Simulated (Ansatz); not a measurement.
# InH3 (SMILES [H][In]([H])[H]): levels of theory compared

Wanted: a comparison of 6 runs (BLYP/STO-3G, PBE0/STO-3G, r2SCAN/STO-3G, wB97X/STO-3G, CCSD(T)/STO-3G, UCCSD(T)/STO-3G) of InH3. 

The calculation is run with Ansatz 0.2.0.

27 further runs of the same task are left out: 1 that didn't finish, 26 set aside as unsound or not needed.

## 1. The structure to begin with

The species is InH3 (4 atoms), meant as a singlet with charge 0. SMILES: `[H][In]([H])[H]`. The H2–In1 distance was set to 4.296 Å, away from the relaxed value. At this shape a bond of the SMILES string is far longer than usual.

Bond lengths: In1–H3 1.719 Å, In1–H4 1.718 Å. Angles: H3–In1–H4 119.9°.

## 2. The energy at BLYP/STO-3G (run 1)

Contents of input.yaml:

```yaml
crystal:
  periodic: [false, false, false]
  atoms:
    - {symbol: In, position_ang: [-2.576794, 0.039835, -0.021615]}
    - {symbol: H, position_ang: [1.718930, -0.027790, 0.013510]}
    - {symbol: H, position_ang: [-3.411944, 1.541975, -0.038855]}
    - {symbol: H, position_ang: [-3.462494, -1.432305, -0.016265]}
basis:
  gaussian:
    orbitals: STO-3G
hamiltonian:
  xc: {name: BLYP}
accuracy: high
```

On the command line:

```
$ ansatz run input.yaml --threads 1 --pin off --max-ram 2610MiB --events-out events.jsonl --progress --plain --runs-dir runs
```

What it wrote:

```text
Warning: RAYON_NUM_THREADS=1 ignored (pool sized by the plan → 1); use --threads N
Functional definition: BLYP
  name "BLYP"
  parameter beta = 0.0042
  parameter a = 0.04918
  parameter b = 0.132
  parameter c = 0.2533
  parameter d = 0.349
  exchange = b88_x(beta = beta)
  correlation = lyp_c(a = a, b = b, c = c, d = d)
516 factors; integrals over basis functions are off by at most 4.5e-9 eV
mean field evaluation 1: about -154709.5163 eV, gradient 5.5e1 eV
mean field evaluation 2: about -154713.0301 eV, gradient 3.2e1 eV
mean field evaluation 4: about -154718.0405 eV, gradient 6.9e0 eV
mean field evaluation 8: about -154723.0745 eV, gradient 7.2e0 eV
mean field evaluation 16: about -154730.4787 eV, gradient 1.1e-8 eV
mean field -154730.47868175 eV, -5686.2402114690 hartree, gradient 1.7e-8 eV, S^2 0.000000; 0 other end points of the search recorded, 0 dependent functions left out
reference -154730.47872305 eV, -5686.2402129866 hartree; 26, 26 occupied and 4, 4 virtual orbitals, 516 factors
Total energy: -154730.47872305 eV, -5686.2402129866 hartree
```

Wall time 0.71 s (1 thread of AMD EPYC 9R45 (Zen 5), shared host).

## 3. The energy at PBE0/STO-3G (run 2)

Contents of in.yaml:

```yaml
crystal:
  periodic: [false, false, false]
  atoms:
    - {symbol: In, position_ang: [-2.576794, 0.039835, -0.021615]}
    - {symbol: H, position_ang: [1.718930, -0.027790, 0.013510]}
    - {symbol: H, position_ang: [-3.411944, 1.541975, -0.038855]}
    - {symbol: H, position_ang: [-3.462494, -1.432305, -0.016265]}
basis:
  gaussian:
    orbitals: STO-3G
hamiltonian:
  xc: {name: PBE0}
accuracy: high
```

On the command line:

```
$ ansatz run in.yaml --threads 1 --pin off --max-ram 2610MiB --events-out events.jsonl --progress --plain --runs-dir runs
```

What it wrote:

```text
Warning: RAYON_NUM_THREADS=1 ignored (pool sized by the plan → 1); use --threads N
Functional definition: PBE0
  name "PBE0"
  parameter a = 0.25
  parameter kappa = 0.804
  parameter beta = 0.06672455060314922
  exchange = (1 - a)*pbe_x(kappa = kappa, mu = beta*pi^2/3) + a*exact_x
  correlation = pbe_c(beta = beta)
516 factors; integrals over basis functions are off by at most 4.5e-9 eV
mean field evaluation 1: about -154718.6918 eV, gradient 1.5e1 eV
mean field evaluation 2: about -154713.9504 eV, gradient 1.2e1 eV
mean field evaluation 4: about -154720.4947 eV, gradient 1.2e1 eV
mean field evaluation 8: about -154720.4703 eV, gradient 1.1e1 eV
mean field -154725.84164487 eV, -5686.0698035066 hartree, gradient 3.3e-8 eV, S^2 0.000000; 0 other end points of the search recorded, 0 dependent functions left out
reference -154725.84164643 eV, -5686.0698035639 hartree; 26, 26 occupied and 4, 4 virtual orbitals, 516 factors
Total energy: -154725.84164643 eV, -5686.0698035639 hartree
```

Run time: 0.6 s. Hardware: 1 thread of AMD EPYC 9R45 (Zen 5), shared host; peak memory 0.12 GiB.

Run 3 isn't shown in full; the table further down has it.

## 4. The energy at wB97X/STO-3G (run 4)

in.yaml: that of step 3 with these lines changed.

```diff
@@ -10,4 +10,8 @@
     orbitals: STO-3G
+total_charge: 0
+magnetization:
+  spin_polarized: false
+  initial_magnetization: 0
 hamiltonian:
-  xc: {name: PBE0}
+  xc: {name: wB97X}
 accuracy: high
```

On the command line:

```
$ ansatz run in.yaml --threads 1 --pin off --max-ram 2610MiB --events-out events.jsonl --progress --plain --runs-dir runs
```

What it wrote (excerpt; [...] marks lines left out):

```text
Warning: RAYON_NUM_THREADS=1 ignored (pool sized by the plan → 1); use --threads N
Functional definition: wB97X
  name "wB97X"
[...]
      + exact_x_lr(omega)
[...]
      + integral(e_c_pw_opposite_spin*poly(b97_u_opposite, 1, cos1, cos2, cos3, cos4))
516 factors; integrals over basis functions are off by at most 4.5e-9 eV
114 factors; integrals over basis functions are off by at most 6.7e-10 eV
[...]
mean field -154736.74915030 eV, -5686.4706469380 hartree, gradient 9.1e-9 eV, S^2 0.000000; 0 other end points of the search recorded, 0 dependent functions left out
reference -154736.74914831 eV, -5686.4706468646 hartree; 26, 26 occupied and 4, 4 virtual orbitals, 516 factors
Total energy: -154736.74914831 eV, -5686.4706468646 hartree
```

It took 2.3 s on 1 thread of AMD EPYC 9R45 (Zen 5), shared host; peak memory 0.25 GiB.

Run 5 isn't shown in full; the table further down has it.

## 5. The energy at UCCSD(T)/STO-3G (run 6)

Contents of molecule.yaml:

```yaml
crystal:
  periodic: [false, false, false]
  atoms:
    - symbol: In
      position_ang: [-2.576794, 0.039835, -0.021615]
    - symbol: H
      position_ang: [1.718930, -0.027790, 0.013510]
    - symbol: H
      position_ang: [-3.411944, 1.541975, -0.038855]
    - symbol: H
      position_ang: [-3.462494, -1.432305, -0.016265]
basis:
  gaussian: {orbitals: STO-3G}
magnetization: {spin_polarized: true}
correlation: {method: ccsd_t, frozen_orbitals: {H: 0, In: 18}}
accuracy: high
scf: {omitted_lower_state_checks: [cluster_reference, increment]}
```

On the command line:

```
$ ansatz run molecule.yaml --threads 1 --pin off --max-ram 2610MiB --events-out events.jsonl --progress --plain --runs-dir runs
```

What it wrote (excerpt; [...] marks lines left out):

```text
Warning: RAYON_NUM_THREADS=1 ignored (pool sized by the plan → 1); use --threads N
Functional definition: HF
  name "HF"
[...]
516 factors; integrals over basis functions are off by at most 4.5e-9 eV
[...]
mean field -154681.23973910 eV, -5684.4307137020 hartree, gradient 6.8e-9 eV, S^2 0.999672; 6 other end points of the search recorded, 0 dependent functions left out
18 core orbitals not correlated: weight in the atoms' cores, before any rotation towards them, 1.000 or more for the frozen orbitals, at most 0.000 for the correlated occupied ones
reference -154681.23973910 eV, -5684.4307137020 hartree; 8, 8 occupied and 4, 4 virtual orbitals, 516 factors
second order -0.63945739 eV of doubles, -0.00000000 eV of singles
cycle   1  -0.85854837 eV  change   -2.2e-1 eV  update   4.6e-2
[...]
cycle  27  -1.00333659 eV  change  -3.9e-10 eV  update   1.7e-9
perturbative correction -0.01091985 eV, -0.0004012969 hartree
Total energy: -154682.25399554 eV, -5684.4679869386 hartree
Checks for a lower state left out: cluster_reference, increment
```

Wall time 0.52 s (1 thread of AMD EPYC 9R45 (Zen 5), shared host).

## 6. The series

```csv
run,level,frozen core orbitals,energy (Eh),wall time
1,BLYP/STO-3G,–,-5686.240213,0.71 s
2,PBE0/STO-3G,–,-5686.069804,0.6 s
3,r2SCAN/STO-3G,–,-5686.548481,1.5 s
4,wB97X/STO-3G,–,-5686.470647,2.3 s
5,CCSD(T)/STO-3G,18,-5684.470256,0.3 s
6,UCCSD(T)/STO-3G,18,-5684.467987,0.52 s
```

## 7. What came out

| quantity | value |
| --- | --- |
| run 6: total energy | -5684.46799 Eh |
| run 6: correlation energy (18 core orbitals frozen) | -37.3 mEh |
| run 6: (T) correction | -0.40 mEh |
| run 6: ⟨S²⟩ of the reference determinant | 1.000 |
| run 6: T1 diagnostic | 0.006 |

What this shows: Totals of different functionals can't be ranked against each other. In run 5 the T1 diagnostic is large, so a single reference may not serve. In run 5 the log says that unrestricted orbitals would lower the reference, so the values rest on an unstable closed-shell determinant (other closed-shell runs at this shape may share the fault). In runs 1, 2, 3, 4, 5, 6 the basis is minimal, so the values are rough. In runs 1, 2, 3, 4, 5, 6 relativity is left out where basis or elements ask for it. Spin contamination of the reference: run 6 ⟨S²⟩ = 1.00. Where it is this large, the reference is a mixture of spin states, and values that rest on it are in doubt. All runs together took 5.9 s, the longest 2.3 s.
